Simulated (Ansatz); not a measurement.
# CH₂AlLiO: one structure at several levels

One table from this session's results is given with a row withheld; the runs are named, their logs left out.

The runs use Ansatz 0.2.0, Gaussian basis; single points in def2-TZVPP.

Correlated methods freeze the cores. The outer core shell of Li, Na, Mg and K is correlated. B3LYP uses VWN-RPA correlation.

### The starting structure

SMILES `[Li][Al]1[CH2][O]1`, 6 atoms, charge 0, spin multiplicity 1.

Atoms are counted from 1 here; the program's logs count them from 0.

Bond lengths: Li1–Al2 2.483 Å, Al2–C3 1.872 Å, Al2–O4 1.467 Å, C3–O4 1.538 Å, C3–H5 1.132 Å, C3–H6 1.181 Å. Angles: Li1–Al2–C3 168.0°, Li1–Al2–O4 138.8°, C3–Al2–O4 53.2°, Al2–C3–O4 49.8°, Al2–C3–H5 125.6°, Al2–C3–H6 125.4°, O4–C3–H5 120.1°, O4–C3–H6 105.5°, H5–C3–H6 109.0°, Al2–O4–C3 77.0°.

Geometry (Å):

```mol
CH2AlLiO
  3D, bonds by distance, orders not assigned

  6  6  0  0  0  0  0  0  0  0999 V2000
   -2.4866   -2.2105   -0.4757 Li  0  0
   -0.6602   -0.5647   -0.1315 Al  0  0
    0.9251    0.3619    0.2327 C   0  0
   -0.4491    0.8842   -0.2201 O   0  0
    1.8185    0.4384   -0.4587 H   0  0
    1.1655    0.9371    1.2354 H   0  0
  1  2  8  0
  2  3  8  0
  2  4  8  0
  3  4  8  0
  3  5  8  0
  3  6  8  0
M  END
```

Set-up of the first run:

Contents of run/in.yaml:

```yaml
crystal:
  periodic: [false, false, false]
  atoms:
    - {symbol: Li, position_ang: [-2.486600, -2.210500, -0.475700]}
    - {symbol: Al, position_ang: [-0.660200, -0.564700, -0.131500]}
    - {symbol: C, position_ang: [0.925100, 0.361900, 0.232700]}
    - {symbol: O, position_ang: [-0.449100, 0.884200, -0.220100]}
    - {symbol: H, position_ang: [1.818500, 0.438400, -0.458700]}
    - {symbol: H, position_ang: [1.165500, 0.937100, 1.235400]}
basis:
  gaussian: {orbitals: def2-TZVPP}
correlation: {method: ccsd_t}
output: {forces: true}
```

The command line of these runs was not kept.

Steps of the session up to this table: CCSD(T)/def2-TZVPP; PBE0-D4/def2-TZVPP; wB97M-V/def2-TZVPP; r2SCAN-D4/def2-TZVPP; PBE-D4/def2-TZVPP; BLYP-D4/def2-TZVPP; B3LYP-D4/def2-TZVPP.

One of the session's tables, all rows but one given; the rest of the session is left out.

```
   method  RMS force component (eV/Å)  angle to CCSD(T) forces (°)  dipole (D)
  CCSD(T)                       4.483                    reference        8.49
  PBE0-D4                       4.281                          2.2        8.21
  wB97M-V                           ?                            ?           ?
r2SCAN-D4                       4.358                          0.9        8.20
   PBE-D4                       4.470                          1.5        7.74
  BLYP-D4                       4.507                          1.8        7.72
 B3LYP-D4                       4.327                          0.5        8.18
```

Q: Estimate the row for wB97M-V from the others.

The run gave: RMS force component (eV/Å): 4.328; angle to CCSD(T) forces (°): 1.2; dipole (D): 8.40. In the column «RMS force component (eV/Å)» it lies between B3LYP-D4 (4.327) and r2SCAN-D4 (4.358).
